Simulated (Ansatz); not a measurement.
# ClH2O2Sn: geometry optimisation, by script

Wanted for ClH2O2Sn: a geometry optimisation.

Computed with the Python package of Ansatz 0.2.0. Level of theory: CAM-B3LYP/def2-SVP.

## (1) Starting point

Bond lengths: O1–Sn2 1.923 Å, Sn2–O3 1.960 Å, Sn2–Cl4 2.293 Å, O1–H5 1.009 Å, O3–H6 1.024 Å. Angles: O1–Sn2–O3 108.7°, O1–Sn2–Cl4 111.4°, O3–Sn2–Cl4 109.1°, Sn2–O1–H5 106.8°, Sn2–O3–H6 104.6°.

No structure file is read: the coordinates are typed or built in the script.

## (2) The code

opt_clh2o2sn.py

```python
import argparse

import ansatz as az
import numpy as np

parser = argparse.ArgumentParser(description="Geometry optimisation of ClH2O2Sn.")
parser.add_argument("--basis-set", required=True, help="basis")
parser.add_argument("--xc", default="cam_b3lyp", help="exchange-correlation functional")
args = parser.parse_args()

GEOMETRY = """
O    -0.33080    1.45080   -0.67810
Sn    0.35120   -0.34620   -0.63610
O     0.88260   -0.77230    1.20160
Cl   -1.22690   -1.85730   -1.33050
H    -1.14080    1.46880   -0.07740
H     1.50680   -0.00790    1.47440
"""

geometry = az.Crystal.molecule()
for line in GEOMETRY.strip().splitlines():
    symbol, *xyz = line.split()
    geometry = geometry.atom(symbol, [float(v) for v in xyz])

calculation = (
    geometry.calculation()
    .basis(gaussian=args.basis_set)
    .functional(args.xc)
    .spin("collinear", total=1)
)
symbols = [site.symbol for site in geometry.cartesian_sites]
start = np.array([site.position_ang for site in geometry.cartesian_sites], dtype=float)
summary = calculation.relax(force_tolerance=0.005).run().report
end = np.array(summary["positions_ang"])

print("reference energy %16.6f eV" % summary["reference_energy_ev"])
print("total energy     %16.6f eV" % summary["free_energy_ev"])
print("occupied (up, down):", summary["n_occupied"], " virtual:", summary["n_virtual"], " frozen:", summary["n_frozen"])

print("bond        before    after (A)")
for i, j in [(0, 1), (0, 4), (1, 2), (1, 3), (2, 5)]:
    d0, d1 = (np.linalg.norm(xyz[i] - xyz[j]) for xyz in (start, end))
    print(f"{symbols[i]}{i}-{symbols[j]}{j}".ljust(10), f"{d0:8.4f} {d1:8.4f}")
```

## (3) What the engine is handed

The package turns the script's settings into the engine's input:

```yaml
crystal:
  periodic: [false, false, false]
  atoms:
    - { symbol: O, position_ang: [-0.3308, 1.4508, -0.6781] }
    - { symbol: Sn, position_ang: [0.3512, -0.3462, -0.6361] }
    - { symbol: O, position_ang: [0.8826, -0.7723, 1.2016] }
    - { symbol: Cl, position_ang: [-1.2269, -1.8573, -1.3305] }
    - { symbol: H, position_ang: [-1.1408, 1.4688, -0.0774] }
    - { symbol: H, position_ang: [1.5068, -0.0079, 1.4744] }
basis:
  gaussian:
    orbitals: def2-SVP
hamiltonian:
  xc: cam_b3lyp
magnetization:
  spin_polarized: true
  initial_magnetization: 1.0
relax:
  f_tol: 0.005
```

## (4) Running it

Launch:

```console
> python opt_clh2o2sn.py --basis-set def2-SVP
```

What it wrote:

```text
reference energy    -22473.102286 eV
total energy        -22473.102286 eV
occupied (up, down): [29, 28]  virtual: [53, 54]  frozen: 0
bond        before    after (A)
O0-Sn1       1.9225   1.9866
O0-H4        1.0086   0.9671
Sn1-O2       1.9599   1.9796
Sn1-Cl3      2.2926   2.3767
O2-H5        1.0239   0.9691
```

It took 1.8 min on 1 thread of Arm Neoverse V2, shared host; peak memory 0.36 GiB.

Lines on the test bed's own set-up are left out of the output.

A comment line of the script is reworded here; the code is as run.

## (5) The run's own record

From the engine's report, whether the script printed it or not:

```tsv
item	value
SCF cycles in all	148
orbitals	82
total energy (eV)	-22473.10229
```

## (6) How the relaxation went

Step by step:

| step | energy from step 1 (eV) | largest force component (eV/Å) |
| --- | --- | --- |
| 1 | 0.0000 | 2.2075 |
| 2 | -0.2515 | 0.8590 |
| 3 | -0.2742 | 1.1068 |
| 4 | -0.2887 | 1.1925 |
| 5 | -0.3330 | 0.5899 |
| 6 | -0.3486 | 0.7336 |
| 7 | -0.3455 | 0.8998 |
| 8 | -0.3566 | 0.2441 |
| 9 | -0.3643 | 0.1281 |
| 10 | -0.3651 | 0.1307 |
| 11 | -0.3650 | 0.4014 |
| 12 | -0.3670 | 0.0881 |
| 13 | -0.3692 | 0.0508 |
| 14 | -0.3696 | 0.0435 |
| 15 | -0.3696 | 0.0457 |
| 16 | -0.3693 | 0.1373 |
| 17 | -0.3697 | 0.0040 |

Step 1 is the start. Steps 7, 11, 16 were tried and not accepted.

Before: Bond lengths: O1–Sn2 1.923 Å, Sn2–O3 1.960 Å, Sn2–Cl4 2.293 Å, O1–H5 1.009 Å, O3–H6 1.024 Å. Angles: O1–Sn2–O3 108.7°, O1–Sn2–Cl4 111.4°, O3–Sn2–Cl4 109.1°, Sn2–O1–H5 106.8°, Sn2–O3–H6 104.6°.

After: Bond lengths: O1–Sn2 1.987 Å, Sn2–O3 1.980 Å, Sn2–Cl4 2.377 Å, O1–H5 0.967 Å, O3–H6 0.969 Å. Angles: O1–Sn2–O3 101.5°, O1–Sn2–Cl4 109.2°, O3–Sn2–Cl4 107.5°, Sn2–O1–H5 114.6°, Sn2–O3–H6 110.9°.

## (7) What came out

```
                           quantity           value
                       total energy  -22473.1023 eV
                      dipole moment          2.71 D
<S²> of the mean field (pure state)    0.757 (0.75)
            moves of the relaxation              13
                      energy gained        0.370 eV
       last largest force component     0.0040 eV/Å
```

**Reading.** After 13 moves the largest shift is 0.684 Å, of atom 5 (H). Reading the output:
- The end point is the stationary point reached from this start; no frequency run checks that it is a minimum, and the basis set is modest.
- The species is open-shell (spin multiplicity 2).
